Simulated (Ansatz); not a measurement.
**SnBr₂Cl₂: one species, many methods**

One table from this session's results is given with a row withheld; the runs are named, their logs left out.

Program: Ansatz 0.2.0, Gaussian basis. Level of theory: functionals in def2-TZVPP, the program's frozen cores in correlated methods. These are calculated values, not measurements.

Plan: LDA (SPW92), PBE-D4, revPBE-D4, BLYP-D4, r2SCAN-D4, B97M-V, PBE0-D4, B3LYP-D4, r2SCANh-D4, r2SCAN0-D4, HSE06-D4, BHLYP-D4, CAM-B3LYP-D4, LC-ωPBE, ωB97X-V, ωB97M-V, B2PLYP, PBE-QIDH; CCSD(T)/def2-SVP; CCSD(T)/def2-TZVPP; MP2/def2-QZVPP; extrapolation to the limit; RPA on PBE.

## The geometry

The geometry comes from an earlier relaxation with PBE0-D4 in a triple-zeta def2 set; it is a stationary point. Sn takes the def2 core potential; no spin-orbit term is included.

SMILES `[Cl][Sn]([Cl])([Br])[Br]`, 5 atoms, charge 0, spin multiplicity 1.

Atoms are counted from 1 here; the program's logs count them from 0.

Bond lengths: Cl1–Sn2 2.294 Å, Sn2–Cl3 2.294 Å, Sn2–Br4 2.439 Å, Sn2–Br5 2.439 Å. Angles: Cl1–Sn2–Cl3 108.3°, Cl1–Sn2–Br4 109.5°, Cl1–Sn2–Br5 109.5°, Cl3–Sn2–Br4 109.5°, Cl3–Sn2–Br5 109.5°, Br4–Sn2–Br5 110.7°.

Set-up of the first run:

The input, in.yaml:

```yaml
crystal:
  periodic: [false, false, false]
  atoms:
    - {symbol: Cl, position_ang: [-0.760184, -0.220761, 2.153365]}
    - {symbol: Sn, position_ang: [0.017057, -0.023938, 0.003989]}
    - {symbol: Cl, position_ang: [1.916835, -1.294647, -0.193018]}
    - {symbol: Br, position_ang: [-1.673883, -0.844917, -1.549421]}
    - {symbol: Br, position_ang: [0.550175, 2.310663, -0.456215]}
basis:
  gaussian: {orbitals: def2-TZVPP}
hamiltonian: {xc: lda}
output: {orbitals: {seedname: orbitals}}
```

The run is started by

```bash
ansatz run in.yaml --threads 4 --pin off --events-out ev --progress --plain --max-ram 11315MiB
```

Among the steps run: LDA; PBE-D4 (GGA); revPBE-D4 (GGA); BLYP-D4 (GGA); r2SCAN-D4 (meta-GGA); B97M-V (meta-GGA); B3LYP-D4 (hybrid); r2SCANh-D4 (hybrid); r2SCAN0-D4 (hybrid); HSE06-D4 (hybrid); BHLYP-D4 (hybrid); CAM-B3LYP-D4 (range-separated); LC-ωPBE (range-separated); ωB97X-V (range-separated); ωB97M-V (range-separated); B2PLYP (double hybrid); PBE-QIDH (double hybrid).

One of the session's tables, all rows but one given; the rest of the session is left out.

It belongs to the step «Orbital energies across the functionals». 

```
  functional  HOMO (eV)  LUMO (eV)  gap (eV)
 LDA (SPW92)      -7.94      -4.47      3.47
      PBE-D4      -7.78      -4.15      3.62
   revPBE-D4      -7.72      -4.05      3.67
     BLYP-D4      -7.59      -4.08      3.51
   r2SCAN-D4      -8.15      -4.04      4.11
      B97M-V      -8.22      -3.86      4.35
     PBE0-D4      -9.11      -3.33      5.77
    B3LYP-D4      -8.81      -3.60      5.21
  r2SCANh-D4      -8.63      -3.74      4.90
  r2SCAN0-D4      -9.35      -3.27      6.08
    HSE06-D4      -8.71      -3.70      5.01
    BHLYP-D4     -10.24      -2.40      7.84
CAM-B3LYP-D4          ?          ?         ?
     LC-ωPBE     -11.86      -1.19     10.67
     ωB97X-V     -11.47      -1.28     10.20
     ωB97M-V     -11.31      -1.35      9.96
```

Q: Estimate the row for CAM-B3LYP-D4 from the others.

As computed: HOMO (eV): -10.42; LUMO (eV): -2.37; gap (eV): 8.05. In the column «HOMO (eV)» it lies between ωB97M-V (-11.31) and BHLYP-D4 (-10.24).
